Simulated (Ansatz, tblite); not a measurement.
**Tetraphenylethylene (C₂₆H₂₀): a ladder of methods and basis sets**

An exercise on one series of results from a longer session: the logs are not shown, and one member is left open.

Computed with Ansatz 0.2.0, Gaussian basis. Level: as each input shows.

Levels to be run: GFN1-xTB, GFN2-xTB, PBE-D4/def2-TZVP, r2SCAN-D4/def2-TZVP, r2SCAN0-D4/def2-TZVP, PBE-QIDH/def2-TZVP, B2PLYP/def2-TZVP, PBE-D4/def2-SVP, PBE0-D4/def2-SVP, HF/6-31G, B3LYP-D4/6-31G, MP2/def2-SVP, RPA/def2-SVP.

**The structure**

The singlet was relaxed beforehand with r2SCAN-D4/def2-SVP.

SMILES `c1ccc(C(=C(c2ccccc2)c2ccccc2)c2ccccc2)cc1`, 46 atoms, charge 0, spin multiplicity 1.

Bond lengths: C1–C2 1.399 Å, C1–C26 1.399 Å, C1–H27 1.094 Å, C2–C3 1.395 Å, C2–H28 1.094 Å, C3–C4 1.408 Å, C3–H29 1.094 Å, C4–C5 1.486 Å, C4–C25 1.408 Å, C5–C6 1.374 Å, C5–C19 1.486 Å, C6–C7 1.486 Å, C6–C13 1.487 Å, C7–C8 1.408 Å, C7–C12 1.408 Å, C8–C9 1.395 Å, C8–H30 1.094 Å, C9–C10 1.399 Å and more. Angles: C2–C1–C26 119.6°, C2–C1–H27 120.2°, C26–C1–H27 120.2°, C1–C2–C3 120.3°, C1–C2–H28 120.1°, C3–C2–H28 119.6°, C2–C3–C4 120.8°, C2–C3–H29 120.1°, C4–C3–H29 119.1°, C3–C4–C5 121.3°, C3–C4–C25 118.4°, C5–C4–C25 120.4°, C4–C5–C6 122.3°, C4–C5–C19 115.3°, C6–C5–C19 122.3°, C5–C6–C7 122.3°, C5–C6–C13 122.3°, C7–C6–C13 115.3° and more.

PBE0-D4/def2-TZVP was run before; its log isn't repeated, and its numbers join the tables.

Set-up of the first run:

Tight binding, by tblite at 300 K electronic temperature and without a spin-polarisation term:

```python
tblite.interface.Calculator('GFN1-xTB', numbers, positions, charge=0, uhf=0).singlepoint()
```

Tight binding, by tblite at 300 K electronic temperature and without a spin-polarisation term:

```python
tblite.interface.Calculator('GFN2-xTB', numbers, positions, charge=0, uhf=0).singlepoint()
```

start.molden holds the orbitals of an earlier run on this state, given as this run's starting guess.

Input file in.yaml:

```yaml
crystal:
  periodic: [false, false, false]
  atoms:
    - {symbol: C, position_ang: [2.752191, -2.788652, 2.624929]}
    - {symbol: C, position_ang: [1.703978, -3.234695, 1.812284]}
    - {symbol: C, position_ang: [1.027093, -2.340070, 0.982994]}
    - {symbol: C, position_ang: [1.385930, -0.978818, 0.946306]}
    - {symbol: C, position_ang: [0.684675, -0.020207, 0.052446]}
    - {symbol: C, position_ang: [-0.684901, 0.020566, -0.051890]}
    - {symbol: C, position_ang: [-1.576613, -0.687628, 0.903589]}
    - {symbol: C, position_ang: [-1.364763, -0.612476, 2.293764]}
    - {symbol: C, position_ang: [-2.218465, -1.266570, 3.182361]}
    - {symbol: C, position_ang: [-3.300694, -2.012136, 2.701695]}
    - {symbol: C, position_ang: [-3.531487, -2.083675, 1.324027]}
    - {symbol: C, position_ang: [-2.685136, -1.418968, 0.434397]}
    - {symbol: C, position_ang: [-1.378213, 0.775855, -1.128248]}
    - {symbol: C, position_ang: [-0.963202, 0.681713, -2.470639]}
    - {symbol: C, position_ang: [-1.632206, 1.381009, -3.475463]}
    - {symbol: C, position_ang: [-2.728622, 2.191597, -3.160970]}
    - {symbol: C, position_ang: [-3.160643, 2.283245, -1.833815]}
    - {symbol: C, position_ang: [-2.499665, 1.573787, -0.829151]}
    - {symbol: C, position_ang: [1.568530, 0.891073, -0.720873]}
    - {symbol: C, position_ang: [2.724494, 0.393943, -1.353716]}
    - {symbol: C, position_ang: [3.563745, 1.242465, -2.078430]}
    - {symbol: C, position_ang: [3.277425, 2.608729, -2.166320]}
    - {symbol: C, position_ang: [2.146700, 3.119901, -1.519577]}
    - {symbol: C, position_ang: [1.300513, 2.270941, -0.805773]}
    - {symbol: C, position_ang: [2.460208, -0.548331, 1.749075]}
    - {symbol: C, position_ang: [3.128641, -1.442053, 2.588119]}
    - {symbol: H, position_ang: [3.281397, -3.490614, 3.276443]}
    - {symbol: H, position_ang: [1.413052, -4.289445, 1.821922]}
    - {symbol: H, position_ang: [0.208993, -2.692170, 0.348566]}
    - {symbol: H, position_ang: [-0.520488, -0.030013, 2.672840]}
    - {symbol: H, position_ang: [-2.039434, -1.191129, 4.259149]}
    - {symbol: H, position_ang: [-3.968616, -2.526506, 3.399233]}
    - {symbol: H, position_ang: [-4.378746, -2.659354, 0.939118]}
    - {symbol: H, position_ang: [-2.873028, -1.471632, -0.642372]}
    - {symbol: H, position_ang: [-0.107265, 0.048498, -2.719979]}
    - {symbol: H, position_ang: [-1.296977, 1.290009, -4.513038]}
    - {symbol: H, position_ang: [-3.251553, 2.741389, -3.949350]}
    - {symbol: H, position_ang: [-4.020770, 2.909969, -1.579269]}
    - {symbol: H, position_ang: [-2.844908, 1.642569, 0.206991]}
    - {symbol: H, position_ang: [2.955495, -0.673270, -1.281558]}
    - {symbol: H, position_ang: [4.448983, 0.834634, -2.575860]}
    - {symbol: H, position_ang: [3.939517, 3.274989, -2.727564]}
    - {symbol: H, position_ang: [1.923416, 4.189921, -1.568810]}
    - {symbol: H, position_ang: [0.418143, 2.673933, -0.301011]}
    - {symbol: H, position_ang: [2.762180, 0.503025, 1.717835]}
    - {symbol: H, position_ang: [3.951086, -1.085347, 3.215607]}
basis:
  gaussian: {orbitals: def2-TZVP, fitting: {mean_field: def2-universal-jkfit}, initial_orbitals: start.molden}
hamiltonian: {xc: pbe, dispersion: d4}
scf: {omitted_lower_state_checks: [starts]}
output: {forces: true, orbitals: {seedname: orbitals}}
```

Run with:

```bash
ansatz run in.yaml --threads 2 --pin off --events-out ev --progress --plain --max-ram 32768MiB --backend cuda --devices 0, --max-vram 18GiB
```

Among the steps run: PBE-D4/def2-TZVP; r2SCAN-D4/def2-TZVP; r2SCAN0-D4/def2-TZVP; PBE-QIDH/def2-TZVP; B2PLYP/def2-TZVP; PBE-D4/def2-SVP; PBE0-D4/def2-SVP; HF/6-31G; B3LYP-D4/6-31G; MP2/def2-SVP; RPA/def2-SVP.

One table of the session follows, with a row left open; its other results are not shown here.

It belongs to the step «Binding energy». 

```
               level  binding an atom (eV)
            HF/6-31G                 3.712
         HF/def2-SVP                     ?
     PBE-D4/def2-SVP                 5.543
    PBE-D4/def2-TZVP                 5.461
 r2SCAN-D4/def2-TZVP                 5.291
      B3LYP-D4/6-31G                 5.179
    PBE0-D4/def2-SVP                 5.437
   PBE0-D4/def2-TZVP                 5.351
r2SCAN0-D4/def2-TZVP                 5.207
        MP2/def2-SVP                 5.217
```

Estimate the missing values for HF/def2-SVP.

**Answer.** binding an atom (eV): 3.976. In the column «binding an atom (eV)» it lies between HF/6-31G (3.712) and B3LYP-D4/6-31G (5.179).

Limits of these values: Free atoms were run apart at each level; binding is atoms less cluster, divided by the number of atoms, without zero-point or spin-orbit terms.
